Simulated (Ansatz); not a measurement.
**C2H7AlS: basis-set convergence**

Aim: see how fast density functionals converge with the basis set for C2H7AlS.

Computed with Ansatz 0.2.0, Gaussian basis. Level: one geometry, several basis sets.

The runs, in order: PBE0-D4/def2-SVP; ωB97M-V/def2-SVP; PBE0-D4/def2-QZVPP; ωB97M-V/def2-QZVPP; the functionals' def2-TZVPP values are taken from earlier runs.

## (1) Structure used throughout

An earlier PBE0-D4 in a triple-zeta def2 set relaxation fixed the geometry.

SMILES `C[CH2][AlH][SH]`, 11 atoms, charge 0, spin multiplicity 1.

Atoms are counted from 1 here; the program's logs count them from 0.

Bond lengths: C1–C2 1.526 Å, C1–H5 1.094 Å, C1–H6 1.094 Å, C1–H7 1.094 Å, C2–Al3 1.956 Å, C2–H8 1.098 Å, C2–H9 1.098 Å, Al3–S4 2.188 Å, Al3–H10 1.584 Å, S4–H11 1.345 Å. Angles: C2–C1–H5 111.7°, C2–C1–H6 112.1°, C2–C1–H7 111.7°, H5–C1–H6 107.0°, H5–C1–H7 107.0°, H6–C1–H7 107.0°, C1–C2–Al3 117.1°, C1–C2–H8 110.3°, C1–C2–H9 110.4°, Al3–C2–H8 106.9°, Al3–C2–H9 107.0°, H8–C2–H9 104.3°, C2–Al3–S4 120.5°, C2–Al3–H10 124.0°, S4–Al3–H10 115.5°, Al3–S4–H11 93.7°.

## (2) PBE0-D4 in def2-SVP

in.yaml reads:

```yaml
crystal:
  periodic: [false, false, false]
  atoms:
    - {symbol: C, position_ang: [-1.297367, -0.256597, -0.285063]}
    - {symbol: C, position_ang: [-0.319616, 0.878592, 0.006972]}
    - {symbol: Al, position_ang: [1.540850, 0.384812, 0.354491]}
    - {symbol: S, position_ang: [2.164028, -1.712025, 0.298125]}
    - {symbol: H, position_ang: [-1.357028, -0.962678, 0.547915]}
    - {symbol: H, position_ang: [-2.311513, 0.110899, -0.467132]}
    - {symbol: H, position_ang: [-1.000295, -0.828128, -1.168857]}
    - {symbol: H, position_ang: [-0.309963, 1.597233, -0.823505]}
    - {symbol: H, position_ang: [-0.661835, 1.464986, 0.870167]}
    - {symbol: H, position_ang: [2.685887, 1.427024, 0.688123]}
    - {symbol: H, position_ang: [0.932353, -2.161217, -0.000636]}
basis:
  gaussian: {orbitals: def2-SVP}
hamiltonian: {xc: pbe0, dispersion: d4}
output: {orbitals: {seedname: orbitals}}
```

Further steps of the session: ωB97M-V in def2-SVP; PBE0-D4 in def2-QZVPP; ωB97M-V in def2-QZVPP.

Before running them: what should the planned runs give, taken together? Wanted: PBE0-D4: double and triple zeta above quadruple; ωB97M-V: double and triple zeta above quadruple.

**Answer**, as computed:

| quantity | value |
| --- | --- |
| PBE0-D4: double and triple zeta above quadruple | 9.11, 0.66 eV |
| ωB97M-V: double and triple zeta above quadruple | 9.23, 0.64 eV |

What this shows: PBE0-D4 gains 8.45 eV from double to triple zeta, then 0.66 eV more. Total energies overstate the basis error of differences, where much of it tends to cancel.
